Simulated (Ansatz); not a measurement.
**CH4ClFOSi: basis-set convergence**

An exercise on one series of results from a longer session: the logs are not shown, and one member is left open.

Method: one geometry, several basis sets; program: Ansatz 0.2.0, Gaussian basis.

Plan: PBE0-D4/def2-SVP; ωB97M-V/def2-SVP; PBE0-D4/def2-QZVPP; ωB97M-V/def2-QZVPP; the functionals' def2-TZVPP values are taken from earlier runs.

## Structure used throughout

All runs share one geometry, relaxed beforehand with PBE0-D4 in a triple-zeta def2 set.

SMILES `FC(Cl)O[SiH3]`, 9 atoms, charge 0, spin multiplicity 1.

Atoms are counted from 1 here; the program's logs count them from 0.

Bond lengths: F1–C2 1.359 Å, C2–Cl3 1.799 Å, C2–O4 1.340 Å, C2–H6 1.089 Å, O4–Si5 1.677 Å, Si5–H7 1.481 Å, Si5–H8 1.478 Å, Si5–H9 1.481 Å. Angles: F1–C2–Cl3 107.0°, F1–C2–O4 111.1°, F1–C2–H6 108.8°, Cl3–C2–O4 112.3°, Cl3–C2–H6 106.6°, O4–C2–H6 110.8°, C2–O4–Si5 126.7°, O4–Si5–H7 110.5°, O4–Si5–H8 103.7°, O4–Si5–H9 109.8°, H7–Si5–H8 111.5°, H7–Si5–H9 110.4°, H8–Si5–H9 110.7°.

Set-up of the first run:

in.yaml reads:

```yaml
crystal:
  periodic: [false, false, false]
  atoms:
    - {symbol: F, position_ang: [1.574058, 1.019827, 0.123722]}
    - {symbol: C, position_ang: [1.150671, -0.135413, 0.701822]}
    - {symbol: Cl, position_ang: [1.872624, -1.489145, -0.237129]}
    - {symbol: O, position_ang: [-0.187071, -0.195666, 0.735266]}
    - {symbol: Si, position_ang: [-1.239224, 0.168705, -0.518810]}
    - {symbol: H, position_ang: [1.566255, -0.197582, 1.706792]}
    - {symbol: H, position_ang: [-0.799106, -0.485774, -1.771783]}
    - {symbol: H, position_ang: [-2.535976, -0.367537, -0.055552]}
    - {symbol: H, position_ang: [-1.313731, 1.636286, -0.701529]}
basis:
  gaussian: {orbitals: def2-SVP}
hamiltonian: {xc: pbe0, dispersion: d4}
output: {orbitals: {seedname: orbitals}}
```

On the command line:

```sh
ansatz run in.yaml --threads 4 --pin off --events-out ev --progress --plain --max-ram 10444MiB
```

Steps of the session up to this table: PBE0-D4 in def2-SVP; ωB97M-V in def2-SVP; PBE0-D4 in def2-QZVPP; ωB97M-V in def2-QZVPP.

One of the session's tables, all rows but one given; the rest of the session is left out.

It belongs to the step «Density functionals: the series». 

```
functional       basis  HOMO (eV)  LUMO (eV)
   PBE0-D4    def2-SVP      -8.79       0.54
   PBE0-D4  def2-TZVPP      -8.95       0.05
   PBE0-D4  def2-QZVPP      -8.98      -0.12
   ωB97M-V    def2-SVP     -11.06       2.52
   ωB97M-V  def2-TZVPP          ?          ?
   ωB97M-V  def2-QZVPP     -11.29       1.35
```

Q: Estimate the row for ωB97M-V, def2-TZVPP from the others.

**Answer.** HOMO (eV): -11.25; LUMO (eV): 1.77. In the column «HOMO (eV)» it lies between ωB97M-V, def2-QZVPP (-11.29) and ωB97M-V, def2-SVP (-11.06).
